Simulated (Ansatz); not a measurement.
# Mg3CrN3: the cost of one run

Computed with Ansatz 0.2.0 (DFT PBEsol, scalar-relativistic, plane waves, PAW, unless a step's input says otherwise).

### 1 Starting point

The structure is hexagonal, space group P6_3/m (No. 176). Conventional cell: a = 6.871 Å, b = 6.871 Å, c = 4.413 Å, α = 90.00°, β = 90.00°, γ = 120.00°. Mg (site symmetry m) is surrounded by 4 N at 2.12 to 2.21 Å. Cr (site symmetry -6) has 3 N at 1.78 Å as nearest neighbours. N (site symmetry m) has 1 Cr at 1.78 Å and 4 Mg at 2.12 to 2.21 Å as nearest neighbours.

As a file:

```cif
data_structure
_symmetry_space_group_name_H-M 'P 1'
_symmetry_Int_Tables_number 1
_cell_length_a 6.8706
_cell_length_b 6.8706
_cell_length_c 4.4130
_cell_angle_alpha 90.000
_cell_angle_beta 90.000
_cell_angle_gamma 120.000
_cell_volume 180.41
loop_
_atom_site_label
_atom_site_type_symbol
_atom_site_fract_x
_atom_site_fract_y
_atom_site_fract_z
_atom_site_occupancy
Mg1 Mg 0.82804 0.65381 0.25000 1
Mg2 Mg 0.82577 0.17196 0.25000 1
Mg3 Mg 0.34619 0.17423 0.25000 1
Mg4 Mg 0.17196 0.34619 0.75000 1
Mg5 Mg 0.17423 0.82804 0.75000 1
Mg6 Mg 0.65381 0.82577 0.75000 1
Cr1 Cr 0.66667 0.33333 0.75000 1
Cr2 Cr 0.33333 0.66667 0.25000 1
N1 N 0.81769 0.63289 0.75000 1
N2 N 0.81520 0.18231 0.75000 1
N3 N 0.36711 0.18480 0.75000 1
N4 N 0.18231 0.36711 0.25000 1
N5 N 0.18480 0.81769 0.25000 1
N6 N 0.63289 0.81520 0.25000 1
```

The structure comes from the Materials Project (structure only).

### 2 A change within the space group

Against the listed cell: strain xx, yy, zz, yz, xz, xy = +3.6, +3.6, +6.6, +0.0, +0.0, +0.0 %; atoms moved by 0.03 Å root mean square, at most 0.04 Å.

File input.yaml:

```yaml
crystal:
  lattice:
    - [7.120891332, 0.0, 0.0]
    - [-3.560445666, 6.1668727911, 0.0]
    - [0.0, 0.0, 4.7061161321]
  atoms:
    - { symbol: Mg, position: [0.8271857737, 0.659705788, 0.25] }
    - { symbol: Mg, position: [0.8325200143, 0.1728142263, 0.25] }
    - { symbol: Mg, position: [0.340294212, 0.1674799857, 0.25] }
    - { symbol: Mg, position: [0.1728142263, 0.340294212, 0.75] }
    - { symbol: Mg, position: [0.1674799857, 0.8271857737, 0.75] }
    - { symbol: Mg, position: [0.659705788, 0.8325200143, 0.75] }
    - { symbol: Cr, position: [0.6666666667, 0.3333333333, 0.75], spin: 0.85 }
    - { symbol: Cr, position: [0.3333333333, 0.6666666667, 0.25], spin: 0.85 }
    - { symbol: "N", position: [0.8180319296, 0.6311011799, 0.75] }
    - { symbol: "N", position: [0.8130692503, 0.1819680704, 0.75] }
    - { symbol: "N", position: [0.3688988201, 0.1869307497, 0.75] }
    - { symbol: "N", position: [0.1819680704, 0.3688988201, 0.25] }
    - { symbol: "N", position: [0.1869307497, 0.8180319296, 0.25] }
    - { symbol: "N", position: [0.6311011799, 0.8130692503, 0.25] }
basis:
  ecutwfc: 420
kpoints:
  mp_grid: { grid: [6, 6, 8] }
hamiltonian:
  xc: pbesol
scf:
  occupations: { method: gaussian, width: 0.1 }
output:
  forces: true
  stress: true
  eigenvalues: true
  populations: true
  write_density: true
  write_potential: true
  elf: true
  volumetric_format: npy
magnetization:
  spin_polarized: true
```

On the command line:

```console
$ ansatz run input.yaml --threads 2 --pin off --max-ram 2662MiB --backend cpu --events-out ev --progress --plain --runs-dir out
```

Q: Estimate wall time and peak memory on 2 threads of an x86-64 CPU, shared host.

About 2.1 min, with a peak of 1.1 GiB.
